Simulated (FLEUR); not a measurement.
A run of FLEUR MaX-R8.1 (later development tree) is set up as follows.

The input inp.xml:

```xml
<?xml version="1.0" encoding="UTF-8" standalone="no"?>
<fleurInput fleurInputVersion="0.39">
   <comment>
      HfMoC2                                                                                              
   </comment>
   <calculationSetup>
      <cutoffs Kmax="4.83" Gmax="15.0" GmaxXC="15.0" numbands="0"/>
      <scfLoop itmax="100" minDistance="0.0002" maxIterBroyd="50" imix="Anderson" alpha="0.05" precondParam="0.0" spinf="2.0" sdNocoIR="T"/>
      <coreElectrons ctail="T" frcor="F" kcrel="0" coretail_lmax="0"/>
      <xcFunctional name="PBEs" relativisticCorrections="F"/>
      <magnetism jspins="1"/>
      <soc l_soc="F" theta="0.0" phi="0.0" spav="F"/>
      <expertModes spex="0" secvar="F"/>
      <geometryOptimization l_f="F" forcealpha="1.0" forcemix="BFGS" epsdisp="0.00001" epsforce="0.00001"/>
      <ldaU l_linMix="F" mixParam="0.05" spinf="1.0"/>
   </calculationSetup>
   <cell>
      <bzIntegration valenceElectrons="48.0" mode="hist" fermiSmearingEnergy="0.00183747">
         <kPointListSelection listName="default-1"/>
         <!-- k-points included here -->
         <xi:include xmlns:xi="http://www.w3.org/2001/XInclude" href="kpts.xml"> </xi:include>
      </bzIntegration>
      <!-- symmetry operations included here -->
      <xi:include xmlns:xi="http://www.w3.org/2001/XInclude" href="sym.xml"> </xi:include>
      <bulkLattice scale="1.0">
         <bravaisMatrix>
            <row-1>    6.0309154177493056     0.0000000000000000     0.0000000000000000</row-1>
            <row-2>    0.0000000000000000     6.0309154177493056     0.0000000000000000</row-2>
            <row-3>    0.0000000000000000     0.0000000000000000     8.4757315839154348</row-3>
         </bravaisMatrix>
      </bulkLattice>
   </cell>
   <atomSpecies>
      <species name="Hafnium (Hf)" element="Hf" atomicNumber="72">
         <mtSphere radius="2.4" gridPoints="801" logIncrement="0.017"/>
         <atomicCutoffs lmax="10" lnonsphr="10"/>
         <electronConfig flipSpins="F">
            <coreConfig>(1s1/2) (2s1/2) (2p1/2) (2p3/2) (3s1/2) (3p1/2) (3p3/2) (4s1/2) (3d3/2) (3d5/2) (4p1/2) (4p3/2) (4d3/2) (4d5/2)</coreConfig>
[... 22 lines left out ...]
         <lo type="SCLO" l="0" n="4" eDeriv="0"/>
         <lo type="SCLO" l="1" n="4" eDeriv="0"/>
         <lo type="SCLO" l="1" n="4" eDeriv="1"/>
         <lo type="SCLO" l="3" n="4" eDeriv="2"/>
      </species>
      <species name="Carbon (C)" element="C" atomicNumber="6">
         <mtSphere radius="1.49" gridPoints="497" logIncrement="0.021"/>
         <atomicCutoffs lmax="8" lnonsphr="8"/>
         <electronConfig flipSpins="F">
            <coreConfig>(1s1/2)</coreConfig>
            <valenceConfig>(2s1/2) (2p1/2) (2p3/2)</valenceConfig>
            <stateOccupation state="(2p1/2)" spinUp="0.333333" spinDown="0.333333"/>
            <stateOccupation state="(2p3/2)" spinUp="0.666667" spinDown="0.666667"/>
         </electronConfig>
         <energyParameters s="2" p="2" d="3" f="4"/>
         <lo type="SCLO" l="0" n="2" eDeriv="2"/>
         <lo type="SCLO" l="1" n="2" eDeriv="2"/>
         <lo type="SCLO" l="2" n="3" eDeriv="2"/>
      </species>
   </atomSpecies>
   <atomGroups>
      <atomGroup species="Hafnium (Hf)">
         <relPos label="                   1">.0000000000 .0000000000 .0000000000</relPos>
         <force calculate="T" relaxXYZ="TTT"/>
      </atomGroup>
      <atomGroup species="Molybdenum (Mo)">
         <relPos label="                   2">1.000/2.000 1.000/2.000 1.000/2.000</relPos>
         <force calculate="T" relaxXYZ="TTT"/>
      </atomGroup>
      <atomGroup species="Carbon (C)">
         <relPos label="                   3">1.000/2.000 1.000/2.000 .0000000000</relPos>
         <force calculate="T" relaxXYZ="TTT"/>
      </atomGroup>
      <atomGroup species="Carbon (C)">
         <relPos label="                   4">.0000000000 .0000000000 1.000/2.000</relPos>
         <force calculate="T" relaxXYZ="TTT"/>
      </atomGroup>
   </atomGroups>
   <output dos="F" band="F" slice="F">
      <checks vchk="F" cdinf="F"/>
      <bandDOS minEnergy="-.5*Htr" maxEnergy="0.5*Htr" sigma="0.015" storeEVData="T"/>
      <vacuumDOS vacdos="F" integ="F" star="F" nstars="0" locx1="0.0" locy1="0.0" locx2="0.0" locy2="0.0" nstm="0" tworkf="0.0"/>
      <unfoldingBand unfoldBand="F" supercellX="1" supercellY="1" supercellZ="1"/>
      <plotting iplot="0" polar="F">
         <plot TwoD="T" vec1="  1.0  0.0  0.0" vec2="  0.0  1.0  0.0" vec3="  0.0  0.0  1.0" zero="  0.0  0.0  0.0" file="plot"/>
      </plotting>
      <chargeDensitySlicing numkpt="0" minEigenval="0.0" maxEigenval="0.0" nnne="0" pallst="F"/>
      <specialOutput eonly="F"/>
      <moessbauerParams electricFieldGradient="T" isomerShift="T" coreHyperfine="T" valenceHyperfine="T"/>
      <magneticCircularDichroism mcd="F" energyLo="-10.0" energyUp="0.0"/>
   </output>
  <!-- We include the file relax.xml here to enable relaxations (see documentation) -->
  <xi:include xmlns:xi="http://www.w3.org/2001/XInclude" href="relax.xml"> <xi:fallback/> </xi:include>
</fleurInput>
```

File crystal.txt:

```
HfMoC2
&input cartesian=F /
3.1914230000  0.0000000000  0.0000000000
0.0000000000  3.1914230000  0.0000000000
0.0000000000  0.0000000000  4.4851640000
1.8897261246
1.0 1.0 1.0

4
72 0.0000000000  0.0000000000  0.0000000000
42 0.5000000000  0.5000000000  0.5000000000
6 0.5000000000  0.5000000000  0.0000000000
6 0.0000000000  0.0000000000  0.5000000000

&kpt div1=6 div2=6 div3=5 gamma=T /
```

Potentials or basis: all-electron, FLAPW.

Launch:

```console
$ inpgen -f crystal.txt -profile fastHighL
$ # inp.xml edited to the form shown
$ fleur_MPI
```

Task: Predict the band gap on the k mesh.

Result: None (metal or under the smearing width).

Core levels (eV from the Fermi level):
```csv
atom,levels
1 Hf,"1s1/2 -65171.7, 2s1/2 -11134.4, 2p1/2 -10634.1, 2p3/2 -9442.8, 3s1/2 -2532.6, 3p1/2 -2310.9, 3p3/2 -2055.6, 4s1/2 -505.6, 3d3/2 -1680.3, 3d5/2 -1624.7, 4p1/2 -414.9, 4p3/2 -356.3, 4d3/2 -207.2, 4d5/2 -196.4"
2 Mo,"1s1/2 -19799.0, 2s1/2 -2794.7, 2p1/2 -2571.3, 2p3/2 -2464.8, 3s1/2 -474.1, 3p1/2 -389.1, 3p3/2 -371.5, 3d3/2 -221.2, 3d5/2 -217.9"
3 C,1s1/2 -264.1
4 C,1s1/2 -264.8
```

Caveat: U without spin polarisation on a metal has little footing; the U is typed as a test and isn't derived for this compound. The run has no spin-orbit coupling, so splittings on Hf are missing.
